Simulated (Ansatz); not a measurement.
**FH₇OSi₃: a ladder of functionals and wavefunction methods**

The task here is to estimate one member of a computed series from the others.

The runs use Ansatz 0.2.0, Gaussian basis; functionals in def2-TZVPP, the program's frozen cores in correlated methods.

The runs, in order: PBE-D4, r2SCAN-D4, PBE0-D4, B3LYP-D4, ωB97X-V, ωB97M-V, B2PLYP; CCSD(T)/def2-TZVPP; MP2/def2-QZVPP; extrapolation to the limit.

## The relaxed structure

All runs share one geometry, relaxed beforehand with PBE0-D4 in a triple-zeta def2 set.

SMILES `O[SiH](F)[SiH2][SiH3]`, 12 atoms, charge 0, spin multiplicity 1.

Atoms are counted from 1 here; the program's logs count them from 0.

Bond lengths: O1–Si2 1.636 Å, O1–H6 0.958 Å, Si2–F3 1.604 Å, Si2–Si4 2.346 Å, Si2–H7 1.480 Å, Si4–Si5 2.339 Å, Si4–H8 1.490 Å, Si4–H9 1.492 Å, Si5–H10 1.487 Å, Si5–H11 1.488 Å, Si5–H12 1.486 Å. Angles: Si2–O1–H6 118.6°, O1–Si2–F3 110.1°, O1–Si2–Si4 113.3°, O1–Si2–H7 105.3°, F3–Si2–Si4 106.4°, F3–Si2–H7 107.3°, Si4–Si2–H7 114.4°, Si2–Si4–Si5 110.9°, Si2–Si4–H8 108.8°, Si2–Si4–H9 108.8°, Si5–Si4–H8 110.4°, Si5–Si4–H9 109.9°, H8–Si4–H9 108.0°, Si4–Si5–H10 110.8°, Si4–Si5–H11 109.5°, Si4–Si5–H12 109.7°, H10–Si5–H11 108.8°, H10–Si5–H12 109.1° and more.

The first run:

in.yaml

```yaml
crystal:
  periodic: [false, false, false]
  atoms:
    - {symbol: O, position_ang: [-3.018632, -0.211263, 0.233437]}
    - {symbol: Si, position_ang: [-1.479480, -0.279130, 0.783857]}
    - {symbol: F, position_ang: [-1.204530, 0.928762, 1.802784]}
    - {symbol: Si, position_ang: [0.122836, -0.087254, -0.918576]}
    - {symbol: Si, position_ang: [2.266771, 0.178023, -0.022790]}
    - {symbol: H, position_ang: [-3.250328, 0.472139, -0.397309]}
    - {symbol: H, position_ang: [-1.397069, -1.536526, 1.560844]}
    - {symbol: H, position_ang: [0.064748, -1.307258, -1.772642]}
    - {symbol: H, position_ang: [-0.219670, 1.088414, -1.771736]}
    - {symbol: H, position_ang: [3.289428, 0.215977, -1.102017]}
    - {symbol: H, position_ang: [2.570781, -0.960950, 0.884513]}
    - {symbol: H, position_ang: [2.332045, 1.443667, 0.753635]}
basis:
  gaussian: {orbitals: def2-TZVPP}
hamiltonian: {xc: pbe, dispersion: d4}
output: {forces: true, orbitals: {seedname: orbitals}}
```

Run with:

```console
$ ansatz run in.yaml --threads 4 --pin off --events-out ev --progress --plain --max-ram 10444MiB
```

Steps of the session up to this table: PBE-D4 (GGA); r2SCAN-D4 (meta-GGA); PBE0-D4 (hybrid); B3LYP-D4 (hybrid); ωB97X-V (range-separated); ωB97M-V (range-separated); B2PLYP (double hybrid); CCSD(T) in def2-TZVPP; MP2 in def2-QZVPP.

One table of the session follows, with a row left open; its other results are not shown here.

It belongs to the step «Atomisation energies». 

```
            method  atomisation energy (kcal/mol)
            PBE-D4                          941.6
         r2SCAN-D4                              ?
           PBE0-D4                          931.6
          B3LYP-D4                          941.9
           ωB97X-V                          953.1
           ωB97M-V                          945.3
            B2PLYP                          931.4
     HF/def2-TZVPP                          706.4
    MP2/def2-TZVPP                          928.5
   CCSD/def2-TZVPP                          912.0
CCSD(T)/def2-TZVPP                          922.5
           MP2/CBS                          956.1
       CCSD(T)/CBS                          950.1
```

**Question.** Estimate the row for r2SCAN-D4.

**Answer.** atomisation energy (kcal/mol): 946.0. In the column «atomisation energy (kcal/mol)» it lies between ωB97M-V (945.3) and CCSD(T)/CBS (950.1).

To keep in mind: Free atoms (1 O, 3 Si, 1 F, 7 H) were run apart at each level; the atomisation energy is their sum less the molecule, without zero-point or spin-orbit terms.
